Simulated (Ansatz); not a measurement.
# MnGa4: the cost of one run

Computed with the Python package of Ansatz 0.2.0. Level of theory: DFT PBEsol, plane waves, PAW.

### 1 The system

The structure is cubic, space group Im-3m (No. 229). The conventional cell has a = 5.544 Å, b = 5.544 Å, c = 5.544 Å, α = 90.00°, β = 90.00°, γ = 90.00°. Mn (site symmetry m-3m) is surrounded by 8 Ga at 2.40 Å. Ga (site symmetry -3m) has 2 Mn at 2.40 Å in its first shell of neighbours.

No structure file is read: the coordinates are typed or built in the script.

### 2 The script

Contents of run_vcrelax.py:

```python
"""Relax cell and ions of MnGa4."""

import ansatz as az
from ase import Atoms
from ase.neighborlist import neighbor_list
import matplotlib.pyplot as plt
import numpy as np

def edges_and_angles(cell):
    cell = np.asarray(cell)
    a, b, c = np.linalg.norm(cell, axis=1)
    cosines = cell[1] @ cell[2] / (b * c), cell[0] @ cell[2] / (a * c), cell[0] @ cell[1] / (a * b)
    return (a, b, c, *np.degrees(np.arccos(cosines)))

cell = (
    az.Lattice.of((-2.771864, 2.771864, 2.771864), (2.771864, -2.771864, 2.771864), (2.771864, 2.771864, -2.771864))
    .atom("Mn", (0.0, 0.0, 0.0))
    .atom("Ga", (0.0, 0.0, 0.5))
    .atom("Ga", (0.0, 0.5, 0.0))
    .atom("Ga", (0.5, 0.0, 0.0))
    .atom("Ga", (0.5, 0.5, 0.5))
    .moments(Mn=4)
)

# every cell quantity that the symmetry leaves free
calc = (
    cell.calculation()
    .functional(az.Functional.PBESOL)
    .pseudopotentials("paw")
    .basis(34 * az.Ry)
    .kpoints(length=23)
    .occupations("fermi_dirac", width=0.1)
    .spin(az.SpinTreatment.COLLINEAR)
    .relax(force_tolerance=0.03, cell=True)
)
steps = []


def collect(event):
    if event["event"] == "relax_step":
        steps.append(event["data"])


done = calc.session().plan().execute(on_event=collect)
rep = done.report
for s in steps:
    flag = "" if s["accepted"] else "  (rejected)"
    print("step %2d  E = %.5f eV  largest force component = %.4f eV/A%s" % (s["step"], s["lagrangian_ev"], s["allowed_force_max_ev_ang"], flag))

first, last = steps[0], steps[-1]
symbols = [site.symbol for site in done.lattice.sites]
print(f"energy gained {first['lagrangian_ev'] - last['lagrangian_ev']:.4f} eV in {len(steps) - 1} steps")
for label, vectors in (("before", first["cell_ang"]), ("after", done.lattice.cell_ang)):
    print(label, "a b c (A) {:.4f} {:.4f} {:.4f}  angles {:.2f} {:.2f} {:.2f}".format(*edges_and_angles(vectors)), f" V = {abs(np.linalg.det(vectors)):.3f} A^3")
print("final stress xx yy zz (GPa, compression positive):", np.round(np.diag(rep["stress_gpa"]), 3) + 0.0)

final = Atoms(symbols, positions=last["positions_ang"], cell=done.lattice.cell_ang, pbc=True)
i, j, d = neighbor_list("ijd", final, 4.5)
print("neighbours within 1.1 times the shortest distance of each atom (A)")
for atom in range(len(final)):
    near = [m for m in np.argsort(d) if i[m] == atom]
    shell = [m for m in near if d[m] < 1.1 * d[near[0]]]
    print(f"{symbols[atom]}{atom} ({len(shell)}):", ", ".join(f"{symbols[j[m]]} {d[m]:.3f}" for m in shell))

fig, (top, bottom) = plt.subplots(2, 1, sharex=True, figsize=(4.5, 4))
top.plot([s["lagrangian_ev"] - last["lagrangian_ev"] for s in steps], "o-")
top.set_ylabel("E - E(final) (eV)")
bottom.semilogy([max(s["allowed_force_max_ev_ang"], 1e-6) for s in steps], "s-")
bottom.set(xlabel="step", ylabel="largest force (eV/A)")
fig.tight_layout()
fig.savefig("relax.png", dpi=100)

energy = rep["free_energy_ev"]
print("F of the MnGa4 cell: {:.6f} eV = {:.6f} Ry = {:.6f} Ha".format(energy, energy / 13.605693, energy / 27.211386))
print("Fermi level {:.4f} eV, {} k-points, {} symmetry operations".format(rep["fermi_energy_ev"], rep["n_kpoints"], rep["n_symmetry_ops"]))
```

### 3 What the engine is handed

The engine receives this input:

```yaml
crystal:
  lattice:
    - [-2.771864, 2.771864, 2.771864]
    - [2.771864, -2.771864, 2.771864]
    - [2.771864, 2.771864, -2.771864]
  atoms:
    - { symbol: Mn, position: [0.0, 0.0, 0.0] }
    - { symbol: Ga, position: [0.0, 0.0, 0.5] }
    - { symbol: Ga, position: [0.0, 0.5, 0.0] }
    - { symbol: Ga, position: [0.5, 0.0, 0.0] }
    - { symbol: Ga, position: [0.5, 0.5, 0.5] }
basis:
  ecutwfc: 462.593566181796
kpoints:
  mp_grid:
    grid: [6, 6, 6]
hamiltonian:
  xc: pbesol
  pseudopotentials:
    kind: paw
magnetization:
  spin_polarized: true
  per_species:
    Mn: 4.0
scf:
  occupations:
    method: fermi_dirac
    width: 0.1
relax:
  f_tol: 0.03
  cell: {}
```

### 4 Running it

Command:

```sh
$ python run_vcrelax.py
```

Q: Estimate wall time and peak memory on 1 thread of Arm Neoverse V2, shared host.

About 42 s, with a peak of 0.59 GiB.
